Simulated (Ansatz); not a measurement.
# SiO (Pm-3m) in Ansatz: a series of runs

Aim: see how the results for SiO move with the level of theory and the settings. Levels: PBEsol, PBEsol+D3(BJ), PBEsol+D3(BJ)-ATM, PBEsol+D4, HSE06 form with a typed share of exact exchange. Tasks: relaxation of cell and atoms, single point.

All numbers are computed with Ansatz 0.2.0; they aren't measurements. Logs are shortened: lines on timing, memory, paths and dates and some standing lists are left out, and cuts for length are marked.

### Step 1. The structure

Symmetry: Pm-3m, No. 221, cubic system. Conventional cell: a = 2.807 Å, b = 2.807 Å, c = 2.807 Å, α = 90.00°, β = 90.00°, γ = 90.00°. Si (site symmetry m-3m) has 8 O at 2.43 Å as nearest neighbours. O (site symmetry m-3m) is surrounded by 8 Si at 2.43 Å.

The cell was built by a generator and needn't be a form met in nature.

### Step 2. Relaxation of cell and atoms, PBEsol

input.yaml

```yaml
crystal:
  lattice:
    - [2.80697, 0.0, 0.0]
    - [0.0, 2.80697, 0.0]
    - [0.0, 0.0, 2.80697]
  atoms:
    - { symbol: Si, position: [0.0, 0.0, 0.0] }
    - { symbol: O, position: [0.5, 0.5, 0.5] }
hamiltonian:
  xc: pbesol
  pseudopotentials: { kind: paw }
kpoints:
  mp_grid: { grid: [9, 9, 9] }
scf:
  occupations: { method: fermi_dirac, width: 0.05 }
output:
  forces: true
  stress: true
  eigenvalues: true
  write_density: true
  write_potential: true
  elf: true
  volumetric_format: npy
relax:
  f_tol: 0.01
  max_steps: 40
  cell: { stress_tol: 0.05 }
```

Potentials or basis: Ansatz PAW.

Launch:

```
> ansatz run input.yaml --threads 2 --pin off --max-ram 5632MiB --backend cpu --events-out ev --progress --plain --runs-dir out
```

Log:

```text
Warning: RAYON_NUM_THREADS=2 ignored (pool sized by the plan → 2); use --threads N
Engine: ansatz 0.2.0, aarch64-unknown-linux-gnu
Pseudopotentials: kind: paw
Pseudopotential: Si, paw, valence charge 4, recommended cutoff 420 eV (normal), Si.paw.azcp
Pseudopotential: O, paw, valence charge 6, recommended cutoff 420 eV (normal), O.paw.azcp
Functional definition: PBEsol
  exchange = pbesol_x
  correlation = pbesol_c
Crystal: 2 atoms, lattice volume = 22.116 Å³
Basis set: ecut = 420 eV, 461 PW (Γ), exchange–correlation on 40×40×40 points (8 copies of the dense FFT grid, shifted against one another)
Bands: 9, of which v1, the nominal top of the filled ones, is band 5 counted from 1 (4 counted from 0)
Symmetry: 48 space group operations
Space group: Pm-3m (ITA 221), of the structure as read, at distance tolerance 2.8e-5 Å
k-points: 35 of 729
Non-local potential: Si, projectors of the file, l = 0: 2, l = 1: 2, l = 2: 2
Non-local potential: O, projectors of the file, l = 0: 2, l = 1: 2, l = 2: 1
PAW form: soft (Blöchl's): semilocal exchange-correlation on the pseudo side does not see the compensation charge
PAW frozen core: Si, regenerated for the run's functional, and the local potential with it (the file was generated under x = pbe(κ = 0.804, μ = 0.2195149727645171), c = pbe(β = 0.06672455060314922))
PAW frozen core: O, regenerated for the run's functional, and the local potential with it (the file was generated under x = pbe(κ = 0.804, μ = 0.2195149727645171), c = pbe(β = 0.06672455060314922))
PAW one-centre angular grid: Si, 110 points (default); XC on 64 Gauss nodes
PAW one-centre angular grid: O, 110 points (default); XC on 64 Gauss nodes
Initial density: superposition of atomic densities (neutral atoms: chi_scale 0, normalization atom), corrected by the library's trained network
Initial wavefunctions: pseudopotential atomic-orbital guess
Functional: x = pbesol(κ = 0.804, μ = 0.12345679012345678), c = pbesol(β = 0.046)
SCF iter   1: F=—  HF=-1180.024401 eV  |F-HF|=—  |Δ(HF+E_count)|=         —  Δρ=4.56e-3  dr2=2.47e-3  ethr=1.77e-3  ⟨swp⟩=6.2  Hψ=2253  notcnv=0
preconditioner: auto → none  [insulator: Δε(μ)=0.253 eV  Ē_g=13.167 eV  σ=0.050 eV  W_gap=0.66  n_scr=6 (ndim 8)  ℏωp=25.0 eV  f_vac=0.000  D(μ)=0.32/eV (n_scr^D=0)  ε∞_Penn≈4.6]
SCF iter   2: F=—  HF=-1180.023153 eV  |F-HF|=—  |Δ(HF+E_count)|=   1.25e-3  Δρ=2.05e-3  dr2=5.14e-4  ethr=2.47e-5  ⟨swp⟩=2.3  Hψ=730  notcnv=0
SCF iter   3: F=—  HF=-1180.023081 eV  |F-HF|=—  |Δ(HF+E_count)|=   7.20e-5  Δρ=4.46e-4  dr2=2.78e-5  ethr=5.14e-6  ⟨swp⟩=2.8  Hψ=500  notcnv=0
SCF iter   4: F=—  HF=-1180.023037 eV  |F-HF|=—  |Δ(HF+E_count)|=   4.45e-5  Δρ=8.16e-5  dr2=9.95e-7  ethr=2.78e-7  ⟨swp⟩=2.1  Hψ=475  notcnv=0
iter 5 did not close the SCF: its close was put off for the readings that it lacked (scf_convergence_deferred on its scf_iter line)
SCF iter   5: F=-1180.023037 eV  HF=-1180.023037 eV  |F-HF|=3.14e-8  |Δ(HF+E_count)|=   2.31e-8  Δρ=1.43e-5  dr2=3.78e-8  ethr=9.95e-9  ⟨swp⟩=1.5  Hψ=363  notcnv=0
SCF iter   6: F=-1180.023037 eV  HF=-1180.023037 eV  |F-HF|=8.92e-10  |Δ(HF+E_count)|=   6.34e-9  Δρ=2.35e-6  dr2=1.08e-9  ethr=3.78e-10  ⟨swp⟩=4.9  Hψ=1508  notcnv=0
SCF 1 converged in 6 iterations: F = -1180.023037 eV  dr2 = 1.08e-9
relax step   1: F+E_penalty+E_count = -1180.02303689 eV  Δ(F+E_penalty+E_count) = +0.000e0 eV  max|allowed force component| = 6.442e-30 eV/Å  Δτ_max = 0.0000 Å  P = -4.843 GPa  Ω = 22.116 Å³  (6 SCF iters, dr2 threshold 1.00e-7 eV, accepted)
Crystal: 2 atoms, lattice volume = 21.453 Å³
Basis set: ecut = 420 eV, 437 PW (Γ), exchange–correlation on 40×40×40 points (8 copies of the dense FFT grid, shifted against one another)
Initial density: handed on by an earlier stage of this run
Initial wavefunctions: those handed on with the density
iter 1 solved again at ethr=1.89e-6 eV; its pass at ethr=3.10e-3 eV (dr2=1.89e-4 eV) is discarded
SCF iter   1: F=—  HF=-1180.037141 eV  |F-HF|=—  |Δ(HF+E_count)|=         —  Δρ=1.31e-3  dr2=1.93e-4  ethr=1.89e-6  ⟨swp⟩=1.5  Hψ=2534  notcnv=0
preconditioner: auto → none  [insulator: Δε(μ)=0.274 eV  Ē_g=13.432 eV  σ=0.050 eV  W_gap=0.72  n_scr=6 (ndim 8)  ℏωp=25.4 eV  f_vac=0.000  D(μ)=0.36/eV (n_scr^D=0)  ε∞_Penn≈4.6]
SCF iter   2: F=—  HF=-1180.037068 eV  |F-HF|=—  |Δ(HF+E_count)|=   7.28e-5  Δρ=4.69e-4  dr2=3.06e-5  ethr=1.89e-6  ⟨swp⟩=2.0  Hψ=489  notcnv=0
[... 40 lines left out ...]
iter 3 did not close the SCF: its close was put off for the readings that it lacked (scf_convergence_deferred on its scf_iter line)
SCF iter   3: F=-1180.035284 eV  HF=-1180.035284 eV  |F-HF|=5.91e-10  |Δ(HF+E_count)|=   1.38e-8  Δρ=2.68e-6  dr2=1.46e-9  ethr=9.30e-10  ⟨swp⟩=2.0  Hψ=454  notcnv=0
iter 4 did not close the SCF: its close was put off for the readings that it lacked (scf_convergence_deferred on its scf_iter line)
SCF iter   4: F=-1180.035284 eV  HF=-1180.035284 eV  |F-HF|=3.41e-12  |Δ(HF+E_count)|=  4.25e-11  Δρ=2.04e-7  dr2=1.96e-12  ethr=1.46e-11  ⟨swp⟩=1.3  Hψ=355  notcnv=0
iter 5 did not close the SCF: its close was put off for the readings that it lacked (scf_convergence_deferred on its scf_iter line)
SCF iter   5: F=-1180.035284 eV  HF=-1180.035284 eV  |F-HF|=6.82e-13  |Δ(HF+E_count)|=  3.64e-12  Δρ=1.72e-8  dr2=4.58e-14  ethr=1.00e-12  ⟨swp⟩=1.0  Hψ=315  notcnv=0
iter 6 did not close the SCF: its close was put off for the readings that it lacked (scf_convergence_deferred on its scf_iter line)
SCF iter   6: F=-1180.035284 eV  HF=-1180.035284 eV  |F-HF|=0.00e0  |Δ(HF+E_count)|=  2.27e-13  Δρ=2.91e-9  dr2=6.09e-16  ethr=1.00e-12  ⟨swp⟩=1.0  Hψ=315  notcnv=0
SCF iter   7: F=-1180.035284 eV  HF=-1180.035284 eV  |F-HF|=2.27e-13  |Δ(HF+E_count)|=  2.27e-13  Δρ=5.12e-10  dr2=1.58e-17  ethr=1.00e-12  ⟨swp⟩=2.6  Hψ=983  notcnv=0
SCF 5 converged in 7 iterations: F = -1180.035284 eV  dr2 = 1.58e-17
relax step   5: F+E_penalty+E_count = -1180.03528400 eV  Δ(F+E_penalty+E_count) = -1.236e-4 eV  max|allowed force component| = 1.847e-29 eV/Å  Δτ_max = 0.0000 Å  P = -0.001 GPa  Ω = 21.321 Å³  energy of the carried Pulay correction = +1.070e-4 eV  (7 SCF iters, accepted)
iter 1 solved again at ethr=1.94e-6 eV; its pass at ethr=3.10e-3 eV (dr2=1.94e-4 eV) is discarded
SCF iter   1: F=—  HF=-1180.035291 eV  |F-HF|=—  |Δ(HF+E_count)|=         —  Δρ=2.54e-6  dr2=2.09e-10  ethr=1.94e-6  ⟨swp⟩=2.2  Hψ=2927  notcnv=0
eigensolver tolerance schedule: the retry pair's looser diagonalisation over-reported the residual by 926600.48 of it (diagonalisation noise at an unbounded share of the residual, at the tolerance the schedule requests for it); recorded, not acted on — ethr = c·dr2/N_el stays at c = 1.0e-1
SCF iter   2: F=—  HF=-1180.035266 eV  |F-HF|=—  |Δ(HF+E_count)|=   2.43e-5  Δρ=1.28e-6  dr2=1.22e-10  ethr=2.09e-12  ⟨swp⟩=3.5  Hψ=714  notcnv=0
iter 3 did not close the SCF: its close was put off for the readings that it lacked (scf_convergence_deferred on its scf_iter line)
SCF iter   3: F=-1180.035266 eV  HF=-1180.035266 eV  |F-HF|=4.55e-13  |Δ(HF+E_count)|=  3.64e-12  Δρ=5.65e-7  dr2=1.69e-11  ethr=1.22e-12  ⟨swp⟩=2.0  Hψ=487  notcnv=0
iter 4 did not close the SCF: its close was put off for the readings that it lacked (scf_convergence_deferred on its scf_iter line)
SCF iter   4: F=-1180.035266 eV  HF=-1180.035266 eV  |F-HF|=4.55e-13  |Δ(HF+E_count)|=  1.14e-11  Δρ=5.52e-8  dr2=1.88e-13  ethr=1.00e-12  ⟨swp⟩=1.0  Hψ=315  notcnv=0
iter 5 did not close the SCF: its close was put off for the readings that it lacked (scf_convergence_deferred on its scf_iter line)
SCF iter   5: F=-1180.035266 eV  HF=-1180.035266 eV  |F-HF|=2.27e-13  |Δ(HF+E_count)|=  2.27e-13  Δρ=1.16e-8  dr2=9.07e-15  ethr=1.00e-12  ⟨swp⟩=1.0  Hψ=315  notcnv=0
iter 6 did not close the SCF: its close was put off for the readings that it lacked (scf_convergence_deferred on its scf_iter line)
SCF iter   6: F=-1180.035266 eV  HF=-1180.035266 eV  |F-HF|=0.00e0  |Δ(HF+E_count)|=  2.27e-13  Δρ=4.13e-9  dr2=1.87e-15  ethr=1.00e-12  ⟨swp⟩=1.0  Hψ=315  notcnv=0
SCF iter   7: F=-1180.035266 eV  HF=-1180.035266 eV  |F-HF|=2.27e-13  |Δ(HF+E_count)|=  4.55e-13  Δρ=2.19e-9  dr2=4.76e-16  ethr=1.00e-12  ⟨swp⟩=1.4  Hψ=794  notcnv=0
SCF 6 converged in 7 iterations: F = -1180.035266 eV  dr2 = 4.76e-16
relax step   6: F+E_penalty+E_count = -1180.03526635 eV  Δ(F+E_penalty+E_count) = +1.765e-5 eV  max|allowed force component| = 4.207e-30 eV/Å  Δτ_max = 0.0000 Å  P = -0.004 GPa  Ω = 21.321 Å³  stress off target by 4.00e-3 GPa  SCF on the basis re-selected at this cell (its energy is not comparable with the rows above)  (7 SCF iters)
basis re-selected at this cell: Δ(F+E_penalty+E_count) = +1.765e-5 eV, ΔP = -0.003 GPa vs the last step (what re-selecting the basis moved, of the pressure what is left beyond the Pulay correction that the steps carried, after the strain that the cell walked since its last selection, with what the two solves' SCF thresholds leave and, on support functions, any second-order correction that the steps lacked; it is no measure of the basis error at this ecutwfc). This SCF's stress stands 4.00e-3 GPa from its target on what of the cell is left free (relax.cell.stress_tol is 5.00e-2 GPa) and its largest allowed force component is 4.21e-30 eV/Å (relax.f_tol is 1.00e-2 eV/Å): within both
SCF converged after 7 iterations
Free energy (F): -1180.035266 eV
Harris-Foulkes:  -1180.035266 eV  (|F-HF|=2.27e-13)
Internal energy: -1180.032144 eV  (E = F + TS)
E sigma→0 (E₀):  -1180.033705 eV
Entropy (-TS):   -0.003123 eV (-1.561 meV/atom)
Fermi energy:    10.052466 eV
--- Per-component energies (eV) ---
  E_band       = 24.146360
  E_kinetic    = 211.219720
  E_local      = -327.070357  (includes V_loc(G=0)·N_el)
  E_nonlocal   = 74.587601
  E_hartree    = 120.696116
  E_xc         = -127.782228
  E_vxc        = -140.481230  (∫ρ·V_xc dr)
  E_paw        = -648.722634  (= ΣΔE_a)
  E_vpaw       = -35.503943  (= ΣTr[D̂ρ^β])
  E_aug_tail   = 0.002336  (compensation charges beyond the density's cutoff)
  E_ewald      = -483.029547
  E_core_change = 0.066849  (= ΣΔE_core)
  E_smearing   = -0.003123  (= −TS)
  E_closure    = -0.000000  (closes the sum)
  Σ components = -1180.035266   (vs F -1180.035266, Δ=0.00e0)
--- Forces (eV/Å), atoms counted from 1 ---
  atom   1  Si     0.00000000    -0.00000000     0.00000000
  atom   2  O     -0.00000000     0.00000000     0.00000000
  max |Σ_I F_I| component: 8.41e-30 eV/Å
--- Stress (GPa, compression-positive) ---
       -0.003996       0.000000       0.000000
        0.000000      -0.003996       0.000000
        0.000000       0.000000      -0.003996
  P = ⅓ Tr σ = -0.0040 GPa (-0.040 kbar)
--- Band table (eV; the first three rows and the last of 35) ---
  k-point 0: bands = ["-10.2149", "3.1681", "6.5010", "6.5010", "6.5010", "15.7633", "15.7633", "18.4170", "18.4170"]
  k-point 1: bands = ["-10.0911", "2.6354", "6.5857", "6.5857", "6.6780", "15.1612", "15.9652", "18.2749", "18.2749"]
  k-point 2: bands = ["-9.7508", "1.3976", "6.8121", "6.8121", "7.1848", "13.9371", "16.5498", "17.8769", "17.8769"]
  k-point 34: bands = ["-7.4843", "4.2720", "4.6088", "4.6088", "8.0993", "9.3465", "9.3465", "11.2065", "22.5492"]
--- Relaxed structure (4 steps of the walk, 4 accepted, 2 SCFs on fresh bases) ---
  F+E_penalty+E_count = -1180.03526635 eV   max|allowed force component| = 4.207e-30 eV/Å   (the final SCF, on the basis selected at the relaxed cell)
  cell:  # Å, volume = 21.3211 Å³
    - [2.7729158195898633, 7.2222372914521344e-34, 2.5679065925163143e-34]
    - [7.2222372914521344e-34, 2.7729158195898633, 0.0]
    - [3.209883240645393e-34, 0.0, 2.7729158195898633]
  atoms:
    - { symbol: Si, position: [1.372248327832027e-34, -1.4294253414915253e-35, -8.576552048950387e-36] }
    - { symbol: O, position: [0.49999999999999994, 0.49999999999999994, 0.49999999999999994] }
```

It took 2.9 s on 2 threads of Arm Neoverse V1, shared host; peak memory 0.27 GiB.

Results:

```yaml
Free_energy: -1180.0353 eV
Relaxed_volume: 10.66 Å³/atom
Relaxed_cell: a = 2.773 Å, b = 2.773 Å, c = 2.773 Å, α = 90.00°, β = 90.00°, γ = 90.00°
Space_group_after_relaxing_to_0.05_Å: Pm-3m (No. 221)
Energy_gained_by_relaxing: 6.1 meV/atom
Ionic_steps: 6
Pressure_after_relaxing: 0.0 GPa
Band_gap_on_the_k_mesh: none (metal or under the smearing width)
```

Step by step:
| step | energy change (eV) | largest force (eV/Å) | volume (Å³) |
| --- | --- | --- | --- |
| 1 | 0.0000 | 0.0000 | 22.12 |
| 2 | -0.0140 | 0.0000 | 21.45 |
| 3 | -0.0146 | 0.0000 | 21.35 |
| 4 | -0.0121 | 0.0000 | 21.35 |
| 5 | -0.0122 | 0.0000 | 21.32 |
| 6 | -0.0122 | 0.0000 | 21.32 |

Final structure:
```
Si O
1.0
     2.77292    0.00000    0.00000
     0.00000    2.77292    0.00000
     0.00000    0.00000    2.77292
Si O
1 1
Cartesian
  0.0000 0.0000 0.0000
  1.3865 1.3865 1.3865
```

Levels at points of the mesh, in eV from the Fermi level:
```csv
k point,band 2,band 3,band 4,band 5,band 6,band 7,band 8,band 9
"(0.00, 0.00, 0.00)",-6.88,-3.55,-3.55,-3.55,5.71,5.71,8.36,8.36
```

Caveat: the plane-wave basis is chosen anew once the cell has moved, so the energies of steps on either side of that aren't comparable; the pressure holds a Pulay correction of +0.6 GPa for the finite cutoff; the PAW data sets come from PBE, with cores solved anew for the run's functional, which leaves a small shift of forces and pressure.

### Step 3. Relaxation of cell and atoms, PBEsol+D3(BJ)

input.yaml: that of step 2 with these lines changed.

```diff
@@ -11,2 +11,3 @@
   pseudopotentials: { kind: paw }
+  dispersion: d3bj
 kpoints:
@@ -19,6 +20,2 @@
   eigenvalues: true
-  write_density: true
-  write_potential: true
-  elf: true
-  volumetric_format: npy
 relax:
```

Potentials or basis: Ansatz PAW.

Launch:

```
> ansatz run input.yaml --threads 2 --pin off --max-ram 5632MiB --backend cpu --events-out ev --progress --plain --runs-dir out
```

Wall time 3.3 s (2 threads of Arm Neoverse V1, shared host); peak memory 0.27 GiB.

It converged, with:

| Quantity | Value |
| --- | --- |
| Free energy | -1180.4441 eV |
| Relaxed volume | 10.43 Å³/atom |
| Relaxed cell | a = 2.753 Å, b = 2.753 Å, c = 2.753 Å, α = 90.00°, β = 90.00°, γ = 90.00° |
| Space group after relaxing (to 0.05 Å) | Pm-3m (No. 221) |
| Energy gained by relaxing | 14.0 meV/atom |
| Ionic steps | 7 |
| Pressure after relaxing | 0.0 GPa |
| Band gap on the k mesh | none (metal or under the smearing width) |

The path:
| step | energy change (eV) | largest force (eV/Å) | volume (Å³) |
| --- | --- | --- | --- |
| 1 | 0.0000 | 0.0000 | 22.12 |
| 2 | -0.0280 | 0.0000 | 21.23 |
| 3 | -0.0315 | 0.0000 | 20.84 |
| 4 | -0.0313 | 0.0000 | 20.90 |
| 5 | -0.0280 | 0.0000 | 20.90 |
| 6 | -0.0282 | 0.0000 | 20.86 |
| 7 | -0.0280 | 0.0000 | 20.86 |

Final structure:
```cif
data_structure
_symmetry_space_group_name_H-M 'P 1'
_symmetry_Int_Tables_number 1
_cell_length_a 2.7527
_cell_length_b 2.7527
_cell_length_c 2.7527
_cell_angle_alpha 90.000
_cell_angle_beta 90.000
_cell_angle_gamma 90.000
_cell_volume 20.86
loop_
_atom_site_label
_atom_site_type_symbol
_atom_site_fract_x
_atom_site_fract_y
_atom_site_fract_z
_atom_site_occupancy
Si1 Si 0.00000 0.00000 0.00000 1
O1 O 0.50000 0.50000 0.50000 1
```

Levels at points of the mesh, in eV from the Fermi level:
```tsv
k point	band 2	band 3	band 4	band 5	band 6	band 7	band 8	band 9
(0.00, 0.00, 0.00)	-6.84	-3.68	-3.68	-3.68	5.65	5.65	8.55	8.55
```

Caveat: the plane-wave basis is chosen anew once the cell has moved, so the energies of steps on either side of that aren't comparable; the pressure holds a Pulay correction of +0.6 GPa for the finite cutoff; pairwise dispersion overbinds metals, which lowers pressure and volume; the PAW data sets come from PBE, with cores solved anew for the run's functional, which leaves a small shift of forces and pressure.

### Step 4. Relaxation of cell and atoms, PBEsol+D3(BJ)-ATM

input.yaml: that of step 3 with these lines changed.

```diff
@@ -11,3 +11,3 @@
   pseudopotentials: { kind: paw }
-  dispersion: d3bj
+  dispersion: d3bjatm
 kpoints:
```

Launch:

```
> ansatz run input.yaml --threads 2 --pin off --max-ram 5632MiB --backend cpu --events-out ev --progress --plain --runs-dir out
```

It took 4.9 s on 2 threads of Arm Neoverse V1, shared host; peak memory 0.27 GiB.

It converged, with:

```yaml
Free_energy: -1180.4118 eV
Relaxed_volume: 10.47 Å³/atom
Relaxed_cell: a = 2.756 Å, b = 2.756 Å, c = 2.756 Å, α = 90.00°, β = 90.00°, γ = 90.00°
Space_group_after_relaxing_to_0.05_Å: Pm-3m (No. 221)
Energy_gained_by_relaxing: 12.5 meV/atom
Ionic_steps: 7
Pressure_after_relaxing: 0.0 GPa
Band_gap_on_the_k_mesh: none (metal or under the smearing width)
```

The path:
| step | energy change (eV) | largest force (eV/Å) | volume (Å³) |
| --- | --- | --- | --- |
| 1 | 0.0000 | 0.0000 | 22.12 |
| 2 | -0.0256 | 0.0000 | 21.26 |
| 3 | -0.0284 | 0.0000 | 20.93 |
| 4 | -0.0283 | 0.0000 | 20.98 |
| 5 | -0.0250 | 0.0000 | 20.98 |
| 6 | -0.0252 | 0.0000 | 20.93 |
| 7 | -0.0250 | 0.0000 | 20.93 |

Final structure:
```
Si O
1.0
     2.75589    0.00000    0.00000
     0.00000    2.75589    0.00000
     0.00000    0.00000    2.75589
Si O
1 1
Cartesian
  0.0000 0.0000 0.0000
  1.3779 1.3779 1.3779
```

Levels at points of the mesh, in eV from the Fermi level:
```csv
k point,band 3,band 4,band 5,band 6,band 7,band 8
"(0.00, 0.00, 0.00)",-3.66,-3.66,-3.66,5.65,5.65,8.52
```

Caveat: the plane-wave basis is chosen anew once the cell has moved, so the energies of steps on either side of that aren't comparable; the pressure holds a Pulay correction of +0.6 GPa for the finite cutoff; pairwise dispersion overbinds metals, which lowers pressure and volume; the PAW data sets come from PBE, with cores solved anew for the run's functional, which leaves a small shift of forces and pressure.

[end of part 1 of 2]
